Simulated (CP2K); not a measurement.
## CdTe: one setting at a time in CP2K

Simulated with CP2K 2026.2. This is a test of settings. The cell was built from a prototype and was relaxed with r2SCAN in plane waves (Ansatz 0.2.0). Not every such cell is a known phase. All runs are without spin polarisation.

Space group F-43m (No. 216), cubic; a = 6.560 Å in the conventional setting, 35.29 Å³ an atom. Cd is surrounded by 4 Te at 2.84 Å; Te is surrounded by 4 Cd at 2.84 Å.

The base run uses PBE in the SZV-MOLOPT-SR basis.

```
&GLOBAL
 PROJECT run
 RUN_TYPE ENERGY_FORCE
 PRINT_LEVEL LOW
&END GLOBAL
&FORCE_EVAL
 METHOD QS
 STRESS_TENSOR ANALYTICAL
 &DFT
  BASIS_SET_FILE_NAME BASIS_MOLOPT
  POTENTIAL_FILE_NAME GTH_POTENTIALS
  &QS
   EXTRAPOLATION USE_GUESS
  &END QS
  &MGRID
   CUTOFF 350
   REL_CUTOFF 50
  &END MGRID
  &XC
   &XC_FUNCTIONAL PBE
   &END XC_FUNCTIONAL
  &END XC
  &KPOINTS
   SCHEME MONKHORST-PACK 5 5 5
   SYMMETRY F
   FULL_GRID F
  &END KPOINTS
  &SCF
   ADDED_MOS 8
   EPS_SCF 1e-6
   MAX_SCF 80
   &DIAGONALIZATION
   &END DIAGONALIZATION
   &MIXING
    METHOD BROYDEN_MIXING
    ALPHA 0.3
   &END MIXING
   &SMEAR
    METHOD FERMI_DIRAC
    ELECTRONIC_TEMPERATURE [K] 232
   &END SMEAR
   &PRINT
    &ITERATION_INFO
    &END ITERATION_INFO
   &END PRINT
  &END SCF
  &PRINT
   &BAND_STRUCTURE
    FILE_NAME bands.bs
    ADDED_MOS 6
    &KPOINT_SET
     UNITS B_VECTOR
     SPECIAL_POINT 0.00000000 0.00000000 0.00000000
     NPOINTS 0
    &END KPOINT_SET
    &KPOINT_SET
     UNITS B_VECTOR
     SPECIAL_POINT -0.50000000 -0.50000000 0.00000000
     NPOINTS 0
    &END KPOINT_SET
    &KPOINT_SET
     UNITS B_VECTOR
     SPECIAL_POINT -0.37500000 -0.37500000 0.25000000
     NPOINTS 0
    &END KPOINT_SET
    &KPOINT_SET
     UNITS B_VECTOR
     SPECIAL_POINT -0.37500000 0.00000000 0.37500000
     NPOINTS 0
    &END KPOINT_SET
    &KPOINT_SET
     UNITS B_VECTOR
     SPECIAL_POINT 0.00000000 0.00000000 0.50000000
     NPOINTS 0
    &END KPOINT_SET
    &KPOINT_SET
     UNITS B_VECTOR
     SPECIAL_POINT -0.50000000 -0.25000000 0.25000000
     NPOINTS 0
    &END KPOINT_SET
   &END BAND_STRUCTURE
  &END PRINT
 &END DFT
 &SUBSYS
  &CELL
   A 4.63855701 0.00000000 0.00000000
   B 2.31927851 4.01710821 0.00000000
   C 2.31927851 1.33903607 3.78736594
  &END CELL
  &COORD
   SCALED
   Cd -0.00000000 0.00000000 0.00000000
   Te 0.25000000 0.25000000 0.25000000
  &END COORD
  &KIND Cd
   BASIS_SET SZV-MOLOPT-SR-GTH
   POTENTIAL GTH-PBE
  &END KIND
  &KIND Te
   BASIS_SET SZV-MOLOPT-SR-GTH
   POTENTIAL GTH-PBE
  &END KIND
 &END SUBSYS
 &PRINT
  &STRESS_TENSOR
  &END STRESS_TENSOR
  &FORCES
  &END FORCES
 &END PRINT
&END FORCE_EVAL
```

Command: `cp2k.psmp -i run.inp`. It took 3.4 s on 2 threads of Arm Neoverse V1, with other jobs on the host, peak memory 0.23 GiB.

It converged with a gap of 1.01 eV and a pressure of 3.09 GPa (positive in compression). Pressures on CP2K's grid carry noise of some tenths of a GPa.

Each further run moved one setting: XC_FUNCTIONAL (functional, with the PBE potentials kept); ELECTRONIC_TEMPERATURE (smearing temperature in K); KPOINTS (Monkhorst-Pack mesh); CUTOFF (density grid cutoff in Ry). Changes are from the base run, which isn't itself converged in every setting; energies of another Hamiltonian, functional, basis or charge aren't compared, and those at a high electronic temperature are mostly its entropy term. CP2K's gap is over the listed points.

```json
{"setting": "XC_FUNCTIONAL = OLYP", "how it ended": "converged", "gap change (eV)": "0.19", "energy change (meV/atom)": "–", "pressure change (GPa)": "1.11", "time (s)": "3.5"}
{"setting": "ELECTRONIC_TEMPERATURE = 1000", "how it ended": "converged", "gap change (eV)": "0.00", "energy change (meV/atom)": "0.0", "pressure change (GPa)": "0.00", "time (s)": "3.8"}
{"setting": "XC_FUNCTIONAL = PADE", "how it ended": "converged", "gap change (eV)": "-0.23", "energy change (meV/atom)": "–", "pressure change (GPa)": "-2.46", "time (s)": "3.3"}
{"setting": "KPOINTS = 7x7x7", "how it ended": "converged", "gap change (eV)": "0.01", "energy change (meV/atom)": "-6.3", "pressure change (GPa)": "-0.02", "time (s)": "5.1"}
{"setting": "CUTOFF = 200", "how it ended": "converged", "gap change (eV)": "0.00", "energy change (meV/atom)": "-0.4", "pressure change (GPa)": "-0.01", "time (s)": "3.3"}
{"setting": "CUTOFF = 60 (poor on purpose)", "how it ended": "converged", "gap change (eV)": "0.00", "energy change (meV/atom)": "-105.8", "pressure change (GPa)": "1.29", "time (s)": "2.9"}
```

ELECTRONIC_TEMPERATURE = 1000 changes nothing that matters here. CUTOFF = 200 changes nothing that matters here.

Spin-orbit coupling is left out, which matters wherever the heavy atoms make up the band edges.
